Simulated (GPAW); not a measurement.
Here is a GPAW 26.7.0 calculation.

run.py

```python
from ase import Atoms
from ase.calculators.mixing import SumCalculator
from ase.filters import FrechetCellFilter
from ase.io import write
from ase.optimize import BFGS
from dftd4.ase import DFTD4
from gpaw import GPAW, PW, setup_paths

setup_paths.insert(0, '.')

atoms = Atoms(['Ge', 'Ga'],
              cell=[[0.0, 2.897844, 2.897844],
                    [2.897844, 0.0, 2.897844],
                    [2.897844, 2.897844, 0.0]],
              scaled_positions=[[0.0, 0.0, 0.0],
                                [0.25, 0.25, 0.25]],
              pbc=True)

calc = GPAW(mode=PW(600),
            xc='PBEsol',
            kpts={'size': (8, 8, 8), 'gamma': True},
            occupations={'name': 'fermi-dirac', 'width': 0.05},
            nbands=11,
            convergence={'density': 1e-05, 'forces': 0.0001},
            maxiter=150,
            txt='gpaw.txt')
atoms.calc = SumCalculator([calc, DFTD4(method='pbesol')])
opt = BFGS(FrechetCellFilter(atoms), trajectory='relax.traj', logfile='-')
done = opt.run(fmax=0.02, steps=60)
calc.write('gs.gpw')
write('result.traj', atoms)
print('Converged:', done)
print('Cell:', atoms.cell.cellpar().round(4))
print('Volume:', round(atoms.get_volume(), 4))
print(atoms.get_scaled_positions().round(5))
```

Potentials or basis: PAW data sets generated in the run's folder for this functional, pw.

Command:

```bash
$ gpaw-setup -f PBEsol Ga Ge
$ OMP_NUM_THREADS=1 python run.py
```

**Question.** Predict the band gap on the k mesh.

**Answer.** None (metal or under the smearing width).

**Question.** Predict the relaxed volume.

**Answer.** 23.02 Å³/atom.

**Question.** Predict the space group after relaxing (to 0.05 Å).

**Answer.** F-43m (No. 216).

Step by step:
| step | energy change (eV) | largest force (eV/Å) | pressure (GPa) | volume (Å³) |
| --- | --- | --- | --- | --- |
| 1 | 0.0000 | 0.0000 | -2.93 | 48.67 |
| 2 | -0.0078 | 0.0000 | -2.49 | 48.21 |
| 3 | -0.0251 | 0.0000 | 0.24 | 45.84 |
| 4 | -0.0253 | 0.0000 | -0.01 | 46.03 |

Caveat: later steps reuse the first step's grids; pairwise dispersion overbinds metals, which lowers pressure and volume.
